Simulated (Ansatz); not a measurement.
# C7H6O2: vertical ionisation energy

An exercise on one series of results from a longer session: the logs are not shown, and one member is left open.

Computed with Ansatz 0.2.0, Gaussian basis. Level: unrestricted cation, the program's frozen cores in correlated methods.

Levels to be run: UKS PBE-D4/def2-TZVPP; UKS r2SCAN-D4/def2-TZVPP; UKS PBE0-D4/def2-TZVPP; UKS B3LYP-D4/def2-TZVPP; UKS wB97X-V/def2-TZVPP; UKS wB97M-V/def2-TZVPP; UKS B2PLYP/def2-TZVPP; UHF-CCSD(T)/def2-TZVPP; UHF-MP2/def2-QZVPP; extrapolation to the limit; then −ε(HOMO) from the neutral's earlier runs with LDA (SPW92), PBE-D4, revPBE-D4, BLYP-D4, r2SCAN-D4, B97M-V, PBE0-D4, B3LYP-D4, r2SCANh-D4, r2SCAN0-D4, HSE06-D4, BHLYP-D4, CAM-B3LYP-D4, LC-ωPBE, ωB97X-V, ωB97M-V.

## Structure used throughout

The geometry comes from an earlier relaxation with PBE0-D4 in a triple-zeta def2 set; it is a stationary point, not always the lowest conformer.

SMILES `O=COc1ccccc1`, 15 atoms, charge 0, spin multiplicity 1.

Atoms are counted from 1 here; the program's logs count them from 0.

Bond lengths: O1–C2 1.191 Å, C2–O3 1.345 Å, C2–H10 1.099 Å, O3–C4 1.390 Å, C4–C5 1.382 Å, C4–C9 1.384 Å, C5–C6 1.386 Å, C5–H11 1.083 Å, C6–C7 1.386 Å, C6–H12 1.084 Å, C7–C8 1.387 Å, C7–H13 1.083 Å, C8–C9 1.386 Å, C8–H14 1.084 Å, C9–H15 1.082 Å. Angles: O1–C2–O3 126.8°, O1–C2–H10 125.2°, O3–C2–H10 108.0°, C2–O3–C4 119.7°, O3–C4–C5 116.8°, O3–C4–C9 121.6°, C5–C4–C9 121.5°, C4–C5–C6 119.2°, C4–C5–H11 119.3°, C6–C5–H11 121.5°, C5–C6–C7 120.2°, C5–C6–H12 119.6°, C7–C6–H12 120.2°, C6–C7–C8 119.8°, C6–C7–H13 120.1°, C8–C7–H13 120.1°, C7–C8–C9 120.6°, C7–C8–H14 120.1° and more.

Set-up of the first run:

Contents of in.yaml:

```yaml
crystal:
  periodic: [false, false, false]
  atoms:
    - {symbol: O, position_ang: [2.843148, -0.776326, 0.593740]}
    - {symbol: C, position_ang: [2.768348, 0.407123, 0.487087]}
    - {symbol: O, position_ang: [1.662486, 1.123791, 0.220274]}
    - {symbol: C, position_ang: [0.446110, 0.473446, 0.049409]}
    - {symbol: C, position_ang: [-0.261034, 0.768533, -1.101235]}
    - {symbol: C, position_ang: [-1.512614, 0.202859, -1.288705]}
    - {symbol: C, position_ang: [-2.043077, -0.648951, -0.332002]}
    - {symbol: C, position_ang: [-1.319222, -0.931029, 0.817380]}
    - {symbol: C, position_ang: [-0.068167, -0.369833, 1.018522]}
    - {symbol: H, position_ang: [3.609769, 1.107099, 0.587566]}
    - {symbol: H, position_ang: [0.172699, 1.438460, -1.833488]}
    - {symbol: H, position_ang: [-2.073117, 0.430465, -2.187780]}
    - {symbol: H, position_ang: [-3.020668, -1.091861, -0.480337]}
    - {symbol: H, position_ang: [-1.729834, -1.595459, 1.568580]}
    - {symbol: H, position_ang: [0.503372, -0.589118, 1.910191]}
basis:
  gaussian: {orbitals: def2-TZVPP}
total_charge: 1
magnetization: {spin_polarized: true, initial_magnetization: 1}
hamiltonian: {xc: pbe, dispersion: d4}
```

The run is started by

```
ansatz run in.yaml --threads 2 --pin off --events-out ev --progress --plain --max-ram 32768MiB --backend cuda --devices 0, --max-vram 18GiB
```

Steps of the session up to this table: Cation, UKS PBE-D4/def2-TZVPP; Cation, UKS r2SCAN-D4/def2-TZVPP; Cation, UKS PBE0-D4/def2-TZVPP; Cation, UKS B3LYP-D4/def2-TZVPP; Cation, UKS wB97X-V/def2-TZVPP; Cation, UKS wB97M-V/def2-TZVPP; Cation, UKS B2PLYP (frozen core)/def2-TZVPP; Cation, UHF-CCSD(T)/def2-TZVPP; Cation, UHF-MP2/def2-QZVPP.

One of the session's tables, all rows but one given; the rest of the session is left out.

For comparison, −ε(HOMO) of the neutral from earlier runs:

```
  functional  −ε(HOMO) (eV)
 LDA (SPW92)           6.51
      PBE-D4           6.29
   revPBE-D4           6.20
     BLYP-D4           6.11
   r2SCAN-D4           6.46
      B97M-V           6.43
     PBE0-D4           7.29
    B3LYP-D4           7.08
  r2SCANh-D4           6.84
  r2SCAN0-D4           7.42
    HSE06-D4           6.90
    BHLYP-D4              ?
CAM-B3LYP-D4           8.51
     LC-ωPBE           9.80
     ωB97X-V           9.44
     ωB97M-V           9.37
```

Q: Estimate the row for BHLYP-D4 from the others.

Worked estimate for «−ε(HOMO) (eV)». Against the share of exact exchange, BLYP-D4 (0, 6.11), B3LYP-D4 (0.2, 7.08) give a slope of 4.85 per unit share; at 0.5 the line stands at 8.53.

**Answer.** −ε(HOMO) (eV): 8.11. In «−ε(HOMO) (eV)» the line misses by +0.42.
